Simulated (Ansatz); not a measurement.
# PtSe (P-6m2) in Ansatz: reference runs

Aim: a first look at PtSe with PBE, on the cell as given and on a disturbed one.

Program: Ansatz 0.2.0. These are calculated values, not measurements. Logs are shortened: lines on timing, memory, paths and dates and some standing lists are left out, and cuts for length are marked.

## (1) The structure

Symmetry: P-6m2, No. 187, hexagonal system. Conventional cell: a = 3.702 Å, b = 3.702 Å, c = 3.613 Å, α = 90.00°, β = 90.00°, γ = 120.00°. Pt (site symmetry -6m2) is surrounded by 6 Se at 2.80 Å. Se (site symmetry -6m2) has 6 Pt at 2.80 Å as nearest neighbours.

The cell comes from a database or a generator and needn't be the stable form of this composition.

## (2) Single point, PBE

input.yaml reads:

```yaml
crystal:
  lattice:
    - [3.70187033, 0.0, 0.0]
    - [-1.85093516, 3.20591375, 0.0]
    - [0.0, 0.0, 3.61284203]
  atoms:
    - { symbol: Pt, position: [0.0, 0.0, 0.0] }
    - { symbol: Se, position: [0.6666666667, 0.3333333333, 0.5] }
hamiltonian:
  xc: pbe
  pseudopotentials: { kind: paw }
kpoints:
  mp_grid: { grid: [8, 8, 7] }
scf:
  occupations: { method: fermi_dirac, width: 0.05 }
output:
  forces: true
  stress: true
  eigenvalues: true
```

Potentials or basis: Ansatz PAW.

Launch:

```
ansatz run input.yaml --threads 2 --pin off --max-ram 5632MiB --backend cpu --events-out ev --progress --plain --runs-dir out
```

The log of the run:

```text
Warning: RAYON_NUM_THREADS=2 ignored (pool sized by the plan → 2); use --threads N
Engine: ansatz 0.2.0, aarch64-unknown-linux-gnu
Pseudopotentials: kind: paw
Pseudopotential: Pt, paw, valence charge 18, recommended cutoff 420 eV (normal), Pt.paw.azcp
Pseudopotential: Se, paw, valence charge 16, recommended cutoff 420 eV (normal), Se.paw.azcp
Functional definition: PBE
  parameter kappa = 0.804
  parameter beta = 0.06672455060314922
  exchange = pbe_x(kappa = kappa, mu = beta*pi^2/3)
  correlation = pbe_c(beta = beta)
Crystal: 2 atoms, lattice volume = 42.877 Å³
Basis set: ecut = 420 eV, 853 PW (Γ), exchange–correlation on 50×50×50 points (8 copies of the dense FFT grid, shifted against one another)
Bands: 21, of which v1, the nominal top of the filled ones, is band 17 counted from 1 (16 counted from 0)
Symmetry: 12 space group operations
Space group: P-6m2 (ITA 187), of the structure as read, at distance tolerance 3.5e-5 Å
k-points: 40 of 448 (time reversal used)
Non-local potential: Pt, projectors of the file, l = 0: 3, l = 1: 2, l = 2: 2, l = 3: 1
Non-local potential: Se, projectors of the file, l = 0: 2, l = 1: 2, l = 2: 3, l = 3: 1
PAW form: soft (Blöchl's): semilocal exchange-correlation on the pseudo side does not see the compensation charge
PAW one-centre angular grid: Pt, 590 points (default); XC on 64 Gauss nodes
PAW one-centre angular grid: Se, 590 points (default); XC on 64 Gauss nodes
Initial density: superposition of atomic densities (neutral atoms: chi_scale 0, normalization atom), corrected by the library's trained network
Initial wavefunctions: pseudopotential atomic-orbital guess
Functional: x = pbe(κ = 0.804, μ = 0.2195149727645171), c = pbe(β = 0.06672455060314922)
SCF iter   1: F=—  HF=-17991.472780 eV  |F-HF|=—  |Δ(HF+E_count)|=         —  Δρ=4.05e-3  dr2=5.16e-3  ethr=1.77e-3  ⟨swp⟩=5.2  Hψ=3530  notcnv=0
preconditioner: auto → Kerker (q_TF=auto, 2.625 Å⁻¹)  [metal: Δε(μ)=0.057 eV  Ē_g=8.654 eV  σ=0.050 eV  W_gap=0.27  n_scr=20 (ndim 8)  ℏωp=22.7 eV  f_vac=0.010  D(μ)=1.24/eV (n_scr^D=8)]
SCF iter   2: F=—  HF=-17991.474155 eV  |F-HF|=—  |Δ(HF+E_count)|=   1.38e-3  Δρ=2.31e-3  dr2=2.06e-3  ethr=1.52e-5  ⟨swp⟩=2.0  Hψ=1412  notcnv=0
SCF iter   3: F=—  HF=-17991.474476 eV  |F-HF|=—  |Δ(HF+E_count)|=   3.21e-4  Δρ=6.93e-4  dr2=3.15e-4  ethr=6.05e-6  ⟨swp⟩=2.2  Hψ=1197  notcnv=0
SCF iter   4: F=—  HF=-17991.474454 eV  |F-HF|=—  |Δ(HF+E_count)|=   2.15e-5  Δρ=3.14e-4  dr2=5.73e-5  ethr=9.25e-7  ⟨swp⟩=2.4  Hψ=1323  notcnv=0
SCF iter   5: F=—  HF=-17991.474455 eV  |F-HF|=—  |Δ(HF+E_count)|=   8.48e-7  Δρ=1.07e-4  dr2=5.65e-6  ethr=1.69e-7  ⟨swp⟩=2.1  Hψ=1200  notcnv=0
SCF iter   6: F=—  HF=-17991.474457 eV  |F-HF|=—  |Δ(HF+E_count)|=   1.60e-6  Δρ=5.43e-5  dr2=1.15e-6  ethr=1.66e-8  ⟨swp⟩=2.0  Hψ=1344  notcnv=0
SCF iter   7: F=—  HF=-17991.474458 eV  |F-HF|=—  |Δ(HF+E_count)|=   1.50e-6  Δρ=1.54e-5  dr2=1.03e-7  ethr=3.38e-9  ⟨swp⟩=2.0  Hψ=1239  notcnv=0
SCF iter   8: F=-17991.474458 eV  HF=-17991.474458 eV  |F-HF|=3.34e-9  |Δ(HF+E_count)|=   9.85e-8  Δρ=4.03e-6  dr2=7.31e-9  ethr=2.94e-10  ⟨swp⟩=4.6  Hψ=3017  notcnv=0
SCF 1 converged in 8 iterations: F = -17991.474458 eV  dr2 = 7.31e-9
SCF converged after 8 iterations
Free energy (F): -17991.474458 eV
Harris-Foulkes:  -17991.474458 eV  (|F-HF|=3.34e-9)
Internal energy: -17991.464185 eV  (E = F + TS)
E sigma→0 (E₀):  -17991.469322 eV
Entropy (-TS):   -0.010274 eV (-5.137 meV/atom)
Fermi energy:    12.691286 eV
--- Per-component energies (eV) ---
  E_band       = -629.805723
  E_kinetic    = 750.727502
  E_local      = -4216.796032  (includes V_loc(G=0)·N_el)
  E_nonlocal   = -391.305549
  E_hartree    = 1848.606465
  E_xc         = -362.404715
  E_vxc        = -396.182541  (∫ρ·V_xc dr)
  E_paw        = -11367.584030  (= ΣΔE_a)
  E_vpaw       = -73.461530  (= ΣTr[D̂ρ^β])
  E_aug_tail   = -0.000405  (compensation charges beyond the density's cutoff)
  E_ewald      = -4252.707419
  E_smearing   = -0.010274  (= −TS)
  E_closure    = -0.000000  (closes the sum)
  Σ components = -17991.474458   (vs F -17991.474458, Δ=0.00e0)
--- Forces (eV/Å), atoms counted from 1 ---
  atom   1  Pt    -0.00000000    -0.00000000    -0.00000000
  atom   2  Se     0.00000000    -0.00000000    -0.00000000
  max |Σ_I F_I| component: 6.48e-17 eV/Å
--- Stress (GPa, compression-positive) ---
       -9.818110       0.000000       0.000000
        0.000000      -9.818110       0.000000
        0.000000       0.000000     -14.693607
  P = ⅓ Tr σ = -11.4433 GPa (-114.433 kbar)
--- Band table (eV; the first three rows and the last of 40) ---
  k-point 0: bands = ["-85.0051", "-39.3308", "-39.2159", "-39.2159", "-36.0102", "-36.0051", "-36.0051", "-35.9963", "-35.9963", "-1.7650", "9.1266", "9.1266", "9.3140", "10.6709", "10.7009", "10.7009", "12.6117", "13.3082", "13.3082", "20.0986", "20.4741"]
  k-point 1: bands = ["-85.0051", "-39.3327", "-39.2158", "-39.2158", "-36.0100", "-36.0051", "-36.0051", "-35.9963", "-35.9963", "-1.6248", "8.5283", "9.1973", "9.1973", "10.3015", "10.5184", "10.5184", "13.3809", "13.3809", "13.9403", "20.5438", "20.6871"]
  k-point 2: bands = ["-85.0050", "-39.3370", "-39.2155", "-39.2155", "-36.0095", "-36.0050", "-36.0050", "-35.9964", "-35.9964", "-1.2716", "6.9206", "9.3236", "9.3236", "10.2520", "10.2520", "10.6593", "13.3695", "13.3695", "15.6305", "20.4969", "21.4723"]
  k-point 39: bands = ["-85.0048", "-39.3393", "-39.2234", "-39.2209", "-36.0087", "-36.0055", "-36.0049", "-35.9960", "-35.9957", "-0.3193", "7.3215", "7.5240", "8.6781", "10.5174", "11.2530", "11.3558", "12.3955", "13.2595", "13.7405", "16.4319", "20.7142"]
```

It took 2.4 s on 2 threads of Arm Neoverse V1, shared host; peak memory 0.33 GiB.

Results:

- Free energy: -17991.4745 eV
- Pressure: -11.4 GPa
- Band gap on the k mesh: none (metal or under the smearing width)

Levels at points of the mesh, in eV from the Fermi level:
| k point | band 13 | band 14 | band 15 | band 16 | band 17 | band 18 | band 19 | band 20 | band 21 |
| --- | --- | --- | --- | --- | --- | --- | --- | --- | --- |
| (0.00, 0.00, 0.00) | -3.38 | -2.02 | -1.99 | -1.99 | -0.08 | 0.62 | 0.62 | 7.41 | 7.78 |
| (0.00, -0.50, 0.00) | -3.11 | -2.60 | -2.16 | -1.25 | -1.12 | 1.23 | 2.69 | 5.99 | 8.57 |

## (3) Single point, PBE (atoms moved at random, drawn with an rms of 0.05 Å)

Edit input.yaml of step 2 so:

```diff
@@ -6,4 +6,4 @@
   atoms:
-    - { symbol: Pt, position: [0.0, 0.0, 0.0] }
-    - { symbol: Se, position: [0.6666666667, 0.3333333333, 0.5] }
+    - { symbol: Pt, position: [0.009091, 0.003525, -0.014642] }
+    - { symbol: Se, position: [0.650277, 0.329121, 0.505832] }
 hamiltonian:
```

Potentials or basis: Ansatz PAW.

Launch:

```
ansatz run input.yaml --threads 2 --pin off --max-ram 5632MiB --backend cpu --events-out ev --progress --plain --runs-dir out
```

The log of the run:

```text
Warning: RAYON_NUM_THREADS=2 ignored (pool sized by the plan → 2); use --threads N
Engine: ansatz 0.2.0, aarch64-unknown-linux-gnu
Pseudopotentials: kind: paw
Pseudopotential: Pt, paw, valence charge 18, recommended cutoff 420 eV (normal), Pt.paw.azcp
Pseudopotential: Se, paw, valence charge 16, recommended cutoff 420 eV (normal), Se.paw.azcp
Functional definition: PBE
  parameter kappa = 0.804
  parameter beta = 0.06672455060314922
  exchange = pbe_x(kappa = kappa, mu = beta*pi^2/3)
  correlation = pbe_c(beta = beta)
Crystal: 2 atoms, lattice volume = 42.877 Å³
Basis set: ecut = 420 eV, 853 PW (Γ), exchange–correlation on 50×50×50 points (8 copies of the dense FFT grid, shifted against one another)
Bands: 21, of which v1, the nominal top of the filled ones, is band 17 counted from 1 (16 counted from 0)
Symmetry: 1 space group operations
Space group: P1 (ITA 1), of the structure as read, at distance tolerance 3.5e-5 Å
k-points: 226 of 448 (time reversal used)
Non-local potential: Pt, projectors of the file, l = 0: 3, l = 1: 2, l = 2: 2, l = 3: 1
Non-local potential: Se, projectors of the file, l = 0: 2, l = 1: 2, l = 2: 3, l = 3: 1
PAW form: soft (Blöchl's): semilocal exchange-correlation on the pseudo side does not see the compensation charge
PAW one-centre angular grid: Pt, 590 points (default); XC on 64 Gauss nodes
PAW one-centre angular grid: Se, 590 points (default); XC on 64 Gauss nodes
Initial density: superposition of atomic densities (neutral atoms: chi_scale 0, normalization atom), corrected by the library's trained network
Initial wavefunctions: pseudopotential atomic-orbital guess
Functional: x = pbe(κ = 0.804, μ = 0.2195149727645171), c = pbe(β = 0.06672455060314922)
SCF iter   1: F=—  HF=-17991.488791 eV  |F-HF|=—  |Δ(HF+E_count)|=         —  Δρ=4.02e-3  dr2=4.92e-3  ethr=1.77e-3  ⟨swp⟩=5.4  Hψ=20073  notcnv=0
preconditioner: auto → LDOS  [metal: Δε(μ)=0.031 eV  Ē_g=8.660 eV  σ=0.050 eV  W_gap=0.15  n_scr=20 (ndim 8)  ℏωp=22.7 eV  f_vac=0.010  D(μ)=0.97/eV (n_scr^D=8)  β→1.0]
SCF iter   2: F=—  HF=-17991.490714 eV  |F-HF|=—  |Δ(HF+E_count)|=   1.92e-3  Δρ=1.46e-3  dr2=8.19e-4  ethr=1.45e-5  ⟨swp⟩=2.0  Hψ=9392  notcnv=0
preconditioner: auto → Kerker (q_TF=auto, 2.625 Å⁻¹)  [metal: Δε(μ)=0.006 eV  Ē_g=8.663 eV  σ=0.050 eV  W_gap=0.03  n_scr=20 (ndim 8)  ℏωp=22.7 eV  f_vac=0.008  D(μ)=0.96/eV (n_scr^D=8)  β→0.5]
SCF iter   3: F=—  HF=-17991.490404 eV  |F-HF|=—  |Δ(HF+E_count)|=   3.10e-4  Δρ=5.15e-4  dr2=8.99e-5  ethr=2.41e-6  ⟨swp⟩=2.1  Hψ=6581  notcnv=0
SCF iter   4: F=—  HF=-17991.490469 eV  |F-HF|=—  |Δ(HF+E_count)|=   6.49e-5  Δρ=9.38e-5  dr2=4.49e-6  ethr=2.65e-7  ⟨swp⟩=2.0  Hψ=6561  notcnv=0
SCF iter   5: F=—  HF=-17991.490470 eV  |F-HF|=—  |Δ(HF+E_count)|=   1.04e-6  Δρ=4.02e-5  dr2=1.03e-6  ethr=1.32e-8  ⟨swp⟩=2.4  Hψ=8255  notcnv=0
SCF iter   6: F=-17991.490470 eV  HF=-17991.490470 eV  |F-HF|=4.12e-8  |Δ(HF+E_count)|=   2.93e-7  Δρ=1.32e-5  dr2=9.56e-8  ethr=2.94e-10  ⟨swp⟩=2.4  Hψ=17676  notcnv=0
SCF 1 converged in 6 iterations: F = -17991.490470 eV  dr2 = 9.56e-8
SCF converged after 6 iterations
Free energy (F): -17991.490470 eV
Harris-Foulkes:  -17991.490470 eV  (|F-HF|=4.12e-8)
Internal energy: -17991.482181 eV  (E = F + TS)
E sigma→0 (E₀):  -17991.486326 eV
Entropy (-TS):   -0.008289 eV (-4.145 meV/atom)
Fermi energy:    12.696809 eV
--- Per-component energies (eV) ---
  E_band       = -629.950732
  E_kinetic    = 750.864603
  E_local      = -4222.311400  (includes V_loc(G=0)·N_el)
  E_nonlocal   = -391.339536
  E_hartree    = 1851.279972
  E_xc         = -362.468362
  E_vxc        = -396.267225  (∫ρ·V_xc dr)
  E_paw        = -11367.578203  (= ΣΔE_a)
  E_vpaw       = -73.461570  (= ΣTr[D̂ρ^β])
  E_aug_tail   = -0.000388  (compensation charges beyond the density's cutoff)
  E_ewald      = -4249.928866
  E_smearing   = -0.008289  (= −TS)
  E_closure    = 0.000000  (closes the sum)
  Σ components = -17991.490470   (vs F -17991.490470, Δ=0.00e0)
--- Forces (eV/Å), atoms counted from 1 ---
  atom   1  Pt     0.20131965     0.08085495    -0.15172634
  atom   2  Se    -0.20131269    -0.08085276     0.15172623
  max |Σ_I F_I| component: 6.96e-6 eV/Å
--- Stress (GPa, compression-positive) ---
       -9.818509      -1.058776      -0.286644
       -1.058776      -9.293519      -0.132288
       -0.286645      -0.132288     -14.398882
  P = ⅓ Tr σ = -11.1703 GPa (-111.703 kbar)
--- Band table (eV; the first three rows and the last of 226) ---
  k-point 0: bands = ["-85.0152", "-39.3423", "-39.2671", "-39.1844", "-36.0037", "-36.0012", "-35.9929", "-35.9868", "-35.9857", "-1.7696", "9.0789", "9.1304", "9.2589", "10.4787", "10.7551", "10.8736", "12.5828", "13.2022", "13.4740", "20.0056", "20.3086"]
  k-point 1: bands = ["-85.0152", "-39.3442", "-39.2670", "-39.1843", "-36.0035", "-36.0011", "-35.9929", "-35.9868", "-35.9857", "-1.6296", "8.4922", "9.1707", "9.1764", "10.2731", "10.4684", "10.6029", "13.3203", "13.4468", "13.9784", "20.4532", "20.5918"]
  k-point 2: bands = ["-85.0151", "-39.3485", "-39.2668", "-39.1839", "-36.0031", "-36.0010", "-35.9930", "-35.9869", "-35.9858", "-1.2769", "6.9101", "9.1757", "9.3978", "10.2132", "10.3066", "10.6531", "13.2576", "13.5104", "15.6525", "20.4777", "21.4613"]
  k-point 225: bands = ["-85.0149", "-39.3509", "-39.2705", "-39.1922", "-36.0024", "-36.0010", "-35.9932", "-35.9865", "-35.9851", "-0.3780", "7.1111", "7.7845", "8.3615", "10.9182", "11.1675", "11.2662", "11.9410", "13.3388", "14.1784", "18.2893", "19.6370"]
```

Wall time 8.2 s (2 threads of Arm Neoverse V1, shared host); peak memory 0.48 GiB.

Results:

* Free energy: -17991.4905 eV
* Pressure: -11.2 GPa
* Largest force: 0.265 eV/Å
* Band gap on the k mesh: none (metal or under the smearing width)

Forces in eV/Å, atoms in the order of the input:
```
Pt   0.201  0.081 -0.152
Se  -0.201 -0.081  0.152
```
